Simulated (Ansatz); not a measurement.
**H5MoN3O: a ladder of functionals and wavefunction methods**

An exercise on one series of results from a longer session: the logs are not shown, and one member is left open.

The runs use Ansatz 0.2.0, Gaussian basis; functionals in def2-TZVPP, the program's frozen cores in correlated methods.

The runs, in order: LDA (SPW92), PBE-D4, revPBE-D4, BLYP-D4, r2SCAN-D4, B97M-V, PBE0-D4, B3LYP-D4, r2SCANh-D4, r2SCAN0-D4, HSE06-D4, BHLYP-D4, CAM-B3LYP-D4, LC-ωPBE, ωB97X-V, ωB97M-V, B2PLYP, PBE-QIDH; CCSD(T)/def2-SVP; CCSD(T)/def2-TZVPP; MP2/def2-QZVPP; extrapolation to the limit; RPA on PBE.

## Structure used throughout

An earlier PBE0-D4 in a triple-zeta def2 set relaxation fixed the geometry. Mo takes the def2 core potential; no spin-orbit term is included.

SMILES `[NH]=[Mo](=[NH])([NH2])[OH]`, 10 atoms, charge 0, spin multiplicity 1.

Atoms are counted from 1 here; the program's logs count them from 0.

Bond lengths: N1–Mo2 1.730 Å, N1–H6 1.011 Å, Mo2–N3 1.728 Å, Mo2–N4 1.938 Å, Mo2–O5 1.902 Å, N3–H7 1.010 Å, N4–H8 1.008 Å, N4–H9 1.008 Å, O5–H10 0.960 Å. Angles: Mo2–N1–H6 153.9°, N1–Mo2–N3 113.5°, N1–Mo2–N4 106.8°, N1–Mo2–O5 109.4°, N3–Mo2–N4 107.2°, N3–Mo2–O5 107.8°, N4–Mo2–O5 112.2°, Mo2–N3–H7 156.4°, Mo2–N4–H8 122.9°, Mo2–N4–H9 123.1°, H8–N4–H9 111.5°, Mo2–O5–H10 118.0°.

Set-up of the first run:

File in.yaml:

```yaml
crystal:
  periodic: [false, false, false]
  atoms:
    - {symbol: N, position_ang: [-1.112351, 0.625739, -1.116337]}
    - {symbol: Mo, position_ang: [0.208530, 0.089911, -0.136053]}
    - {symbol: N, position_ang: [1.076111, -1.239662, -0.818103]}
    - {symbol: N, position_ang: [-0.550035, -0.520752, 1.540019]}
    - {symbol: O, position_ang: [1.435829, 1.522073, 0.109915]}
    - {symbol: H, position_ang: [-1.710011, 0.593727, -1.930572]}
    - {symbol: H, position_ang: [1.293262, -1.948316, -1.503868]}
    - {symbol: H, position_ang: [-0.202844, -1.325702, 2.037427]}
    - {symbol: H, position_ang: [-1.474002, -0.265274, 1.850813]}
    - {symbol: H, position_ang: [1.118710, 2.417057, -0.030441]}
basis:
  gaussian: {orbitals: def2-TZVPP}
hamiltonian: {xc: lda}
output: {orbitals: {seedname: orbitals}}
```

Steps of the session up to this table: LDA; PBE-D4 (GGA); revPBE-D4 (GGA); BLYP-D4 (GGA); r2SCAN-D4 (meta-GGA); B97M-V (meta-GGA); PBE0-D4 (hybrid); B3LYP-D4 (hybrid); r2SCANh-D4 (hybrid); r2SCAN0-D4 (hybrid); HSE06-D4 (hybrid); BHLYP-D4 (hybrid); CAM-B3LYP-D4 (range-separated); LC-ωPBE-D4 (range-separated; the results give it without D4); ωB97X-V (range-separated); ωB97M-V (range-separated); B2PLYP (double hybrid); PBE-QIDH (double hybrid).

One of the session's tables, all rows but one given; the rest of the session is left out.

It belongs to the step «Frontier levels by functional». 

```
  functional  HOMO (eV)  gap (eV)
 LDA (SPW92)      -6.17      4.21
      PBE-D4      -5.96      4.19
   revPBE-D4      -5.89      4.19
     BLYP-D4      -5.84      4.16
   r2SCAN-D4      -6.24      4.56
      B97M-V          ?         ?
     PBE0-D4      -7.28      6.31
    B3LYP-D4      -7.05      5.85
  r2SCANh-D4      -6.74      5.36
  r2SCAN0-D4      -7.48      6.56
    HSE06-D4      -6.88      5.53
    BHLYP-D4      -8.49      8.43
CAM-B3LYP-D4      -8.64      8.74
     LC-ωPBE      -9.97     11.20
     ωB97X-V      -9.60     10.77
     ωB97M-V      -9.52     10.58
```

**Question.** Estimate the row for B97M-V.

As computed: HOMO (eV): -6.27; gap (eV): 4.65. In the column «HOMO (eV)» it lies between r2SCANh-D4 (-6.74) and r2SCAN-D4 (-6.24).
